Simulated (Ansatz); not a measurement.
MoN2:

```xyz
6
Lattice="4.3481 0.0000 0.0000 0.0000 4.3481 0.0000 0.0000 0.0000 2.7675" Properties=species:S:1:pos:R:3 pbc="T T T"
Mo    0.0000    0.0000    0.0000
Mo    2.1740    2.1740    0.0000
N     2.6595    3.8626    1.3837
N     1.6886    0.4854    1.3837
N     0.4854    2.6595    1.3837
N     3.8626    1.6886    1.3837
```

Measurements of this composition are mostly on another form, of space group No. 160.

Base run:

```yaml
Program: Ansatz 0.2.0
Functional: PBEsol
Potentials_or_basis: Ansatz PAW
Cutoff: 420 eV
Density_cutoff: 1680 eV
k_mesh: 6 × 6 × 10
Occupations: fermi-dirac, width 0.05 eV
Spin: no spin polarisation
Hubbard_terms: Mo d U = 8 eV
```

Its results: band gap on the k mesh none (metal or under the smearing width); pressure -1.6 GPa; largest force 0.902 eV/Å.

Task: The run is repeated on the same cell with these changes: hubbard terms from Mo d U = 8 eV to Mo d U = 2 eV. What comes out?

Result: Band gap on the k mesh none (metal or under the smearing width); pressure -13.5 GPa; largest force 0.031 eV/Å.

Caveats: U without spin polarisation on a metal has little footing; the PAW data sets come from PBE, with cores solved anew for the run's functional, which leaves a small shift of forces and pressure.

Not every run made on this cell is shown here.
